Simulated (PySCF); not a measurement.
# [Yb(H2O)]3+: other functionals and bases at one geometry

How far do other levels of theory move the description of [Yb(H2O)]3+, and what does each cost? The species was built from a template and needn't be a known compound.

The runs use PySCF 2.14.0; several levels, as the steps say, no spin–orbit coupling.

## 1. Starting geometry

4 atoms, charge 3, spin multiplicity 1.

Bond lengths: Yb1–O2 2.126 Å, O2–H3 1.018 Å, O2–H4 1.018 Å. Angles: Yb1–O2–H3 129.0°, Yb1–O2–H4 129.0°, H3–O2–H4 102.1°.

Geometry (Å):

```xyz
4

Yb    0.0000    0.0000   -0.0526
O     0.0000    0.0000    2.0734
H     0.7915    0.0000    2.7135
H    -0.7915    0.0000    2.7135
```

Formal oxidation states: Yb +3. Each metal's 13 4f electrons lie in its core potential, so multiplicities, spins and levels count the valence alone. An earlier session relaxed this geometry at PBE, Yb lcecp-1-SVP with ECP59, O def2-SVP, H def2-SVP (singlet, point group C2v).

At PBE on the finer grid: E = -114.317049 Eh, HOMO -26.90 eV, LUMO -21.91 eV, Mulliken charge on Yb1 +2.47 e, largest force component 0.001 eV/Å. 

Levels to run: CAM-B3LYP; B3LYP; BLYP; PBE0; PBE, TZVP. Hardware: 2 threads of Arm Neoverse V2, shared host.

## 2. CAM-B3LYP

The input, run.py (the lines that set the calculation):

```python
mol = gto.M(atom='''
Yb     0.00000     0.00000    -0.05257
O      0.00000     0.00000     2.07339
H      0.79148     0.00000     2.71353
H     -0.79148     0.00000     2.71353''',
    basis={'Yb': 'lcecp-1-SVP', 'O': 'def2-SVP', 'H': 'def2-SVP'},
    ecp={'Yb': 'lcecp-1-SVP'},
    charge=3, spin=0)
mf = dft.RKS(mol, xc='CAMB3LYP')
mf.grids.atom_grid = (75, 302)  # f atoms: unpruned, at least (60, 302)
mf = mf.density_fit()  # fitting sets: Yb AutoAux, O def2-universal-JKFIT, H def2-universal-JKFIT
mf.conv_tol = 1e-08; mf.max_cycle = 55
mf.kernel(dm0)  # dm0: the density of the relaxed state
```

On the command line:

```
> OMP_NUM_THREADS=2 python run.py
```

## 3. B3LYP

Changes to run.py (the lines that set the calculation) since step 2:

```diff
@@ -8,3 +8,3 @@
     charge=3, spin=0)
-mf = dft.RKS(mol, xc='CAMB3LYP')
+mf = dft.RKS(mol, xc='B3LYP')
 mf.grids.atom_grid = (75, 302)  # f atoms: unpruned, at least (60, 302)
```

## 4. BLYP

Changes to run.py (the lines that set the calculation) since step 3:

```diff
@@ -8,3 +8,3 @@
     charge=3, spin=0)
-mf = dft.RKS(mol, xc='B3LYP')
+mf = dft.RKS(mol, xc='BLYP')
 mf.grids.atom_grid = (75, 302)  # f atoms: unpruned, at least (60, 302)
```

## 5. PBE0

Changes to run.py (the lines that set the calculation) since step 4:

```diff
@@ -8,3 +8,3 @@
     charge=3, spin=0)
-mf = dft.RKS(mol, xc='BLYP')
+mf = dft.RKS(mol, xc='PBE0')
 mf.grids.atom_grid = (75, 302)  # f atoms: unpruned, at least (60, 302)
```

## 6. PBE, TZVP

Basis: Yb lcecp-1-TZVP with ECP59, O def2-TZVP, H def2-TZVP. 

The input, run.py (the lines that set the calculation):

```python
mol = gto.M(atom='''
Yb     0.00000     0.00000    -0.05257
O      0.00000     0.00000     2.07339
H      0.79148     0.00000     2.71353
H     -0.79148     0.00000     2.71353''',
    basis={'Yb': 'lcecp-1-TZVP', 'O': 'def2-TZVP', 'H': 'def2-TZVP'},
    ecp={'Yb': 'lcecp-1-TZVP'},
    charge=3, spin=0)
mf = dft.RKS(mol, xc='PBE')
mf.grids.atom_grid = (75, 302)  # f atoms: unpruned, at least (60, 302)
mf = mf.density_fit()  # fitting sets: Yb AutoAux, O def2-universal-JKFIT, H def2-universal-JKFIT
mf.conv_tol = 1e-08; mf.max_cycle = 55
mf.kernel(dm0)  # dm0: free metal ions and neutral atoms
```

What does the calculation give? Wanted: for each run, HOMO; gap; charge on Yb1; dipole; largest force.

**Answer**, as computed:

| level | state | HOMO (eV) | gap (eV) | charge on Yb1 (e) | dipole (D) | largest force (eV/Å) | basis functions | time |
| --- | --- | --- | --- | --- | --- | --- | --- | --- |
| PBE (relaxed here) | singlet | -26.90 | 4.98 | 2.47 | 3.98 | 0.00 | 57 | 2.3 s |
| CAM-B3LYP | singlet | -29.97 | 9.95 | 2.53 | 3.55 | 0.35 | 57 | 1.4 s |
| B3LYP | singlet | -28.23 | 6.93 | 2.51 | 3.69 | 0.41 | 57 | 1.1 s |
| BLYP | singlet | -26.79 | 4.80 | 2.46 | 3.99 | 0.18 | 57 | 1.3 s |
| PBE0 | singlet | -28.51 | 7.71 | 2.53 | 3.61 | 0.48 | 57 | 1.1 s |
| PBE, TZVP | singlet | -26.89 | 4.93 | 2.58 | 4.01 | 0.29 | 90 | 4 s |

Times are on 2 threads of Arm Neoverse V2, shared host; the first row also made further properties. The dipole of a charged species depends on the origin, so these sizes hold for this origin alone.

In one basis the HOMO–LUMO gap runs from 4.80 eV (BLYP) to 9.95 eV (CAM-B3LYP); the widest gap comes with exact exchange. The largest leftover force, 0.48 eV/Å with PBE0, stands at a geometry relaxed at another level. The Mulliken charge on Yb spans +2.46 to +2.58 e over the levels. With 4f in the core, its levels are missing from HOMO and gap. Total energies of different levels can't be compared. Spin–orbit coupling is left out throughout.
